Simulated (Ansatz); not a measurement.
**C2H6Se: small, medium and large basis sets**

The task here is to estimate one member of a computed series from the others.

The runs use Ansatz 0.2.0, Gaussian basis; one geometry, several basis sets.

Levels to be run: PBE0-D4/def2-SVP; ωB97M-V/def2-SVP; PBE0-D4/def2-QZVPP; ωB97M-V/def2-QZVPP; the functionals' def2-TZVPP values are taken from earlier runs.

### The relaxed structure

An earlier PBE0-D4 in a triple-zeta def2 set relaxation fixed the geometry.

SMILES `CC[SeH]`, 9 atoms, charge 0, spin multiplicity 1.

Atoms are counted from 1 here; the program's logs count them from 0.

Bond lengths: C1–C2 1.512 Å, C1–H4 1.095 Å, C1–H5 1.091 Å, C1–H6 1.092 Å, C2–Se3 1.958 Å, C2–H7 1.092 Å, C2–H8 1.090 Å, Se3–H9 1.469 Å. Angles: C2–C1–H4 110.4°, C2–C1–H5 111.2°, C2–C1–H6 111.2°, H4–C1–H5 108.4°, H4–C1–H6 107.8°, H5–C1–H6 107.8°, C1–C2–Se3 114.0°, C1–C2–H7 111.4°, C1–C2–H8 112.1°, Se3–C2–H7 103.6°, Se3–C2–H8 107.8°, H7–C2–H8 107.4°, C2–Se3–H9 95.0°.

Set-up of the first run:

The input, in.yaml:

```yaml
crystal:
  periodic: [false, false, false]
  atoms:
    - {symbol: C, position_ang: [-0.462760, 0.619868, -0.594682]}
    - {symbol: C, position_ang: [0.220044, -0.651568, -0.143796]}
    - {symbol: Se, position_ang: [1.467305, -0.399485, 1.344151]}
    - {symbol: H, position_ang: [-1.112984, 0.419996, -1.452435]}
    - {symbol: H, position_ang: [0.266851, 1.377373, -0.885647]}
    - {symbol: H, position_ang: [-1.080685, 1.040494, 0.201574]}
    - {symbol: H, position_ang: [0.845245, -1.070725, -0.934655]}
    - {symbol: H, position_ang: [-0.495647, -1.419834, 0.148162]}
    - {symbol: H, position_ang: [0.441130, 0.037681, 2.300228]}
basis:
  gaussian: {orbitals: def2-SVP}
hamiltonian: {xc: pbe0, dispersion: d4}
output: {orbitals: {seedname: orbitals}}
```

Among the steps run: PBE0-D4 in def2-SVP; ωB97M-V in def2-SVP; PBE0-D4 in def2-QZVPP; ωB97M-V in def2-QZVPP.

One of the session's tables, all rows but one given; the rest of the session is left out.

It belongs to the step «Density functionals: the series». 

| functional | basis | HOMO (eV) | LUMO (eV) |
| --- | --- | --- | --- |
| PBE0-D4 | def2-SVP | -6.32 | 0.50 |
| PBE0-D4 | def2-TZVPP | -6.47 | 0.14 |
| PBE0-D4 | def2-QZVPP | -6.49 | -0.02 |
| ωB97M-V | def2-SVP | -8.53 | 2.47 |
| ωB97M-V | def2-TZVPP | ? | ? |
| ωB97M-V | def2-QZVPP | -8.70 | 1.53 |

**Question.** Estimate the row for ωB97M-V, def2-TZVPP.

As computed: HOMO (eV): -8.68; LUMO (eV): 1.90. In the column «HOMO (eV)» it lies between ωB97M-V, def2-QZVPP (-8.70) and ωB97M-V, def2-SVP (-8.53).
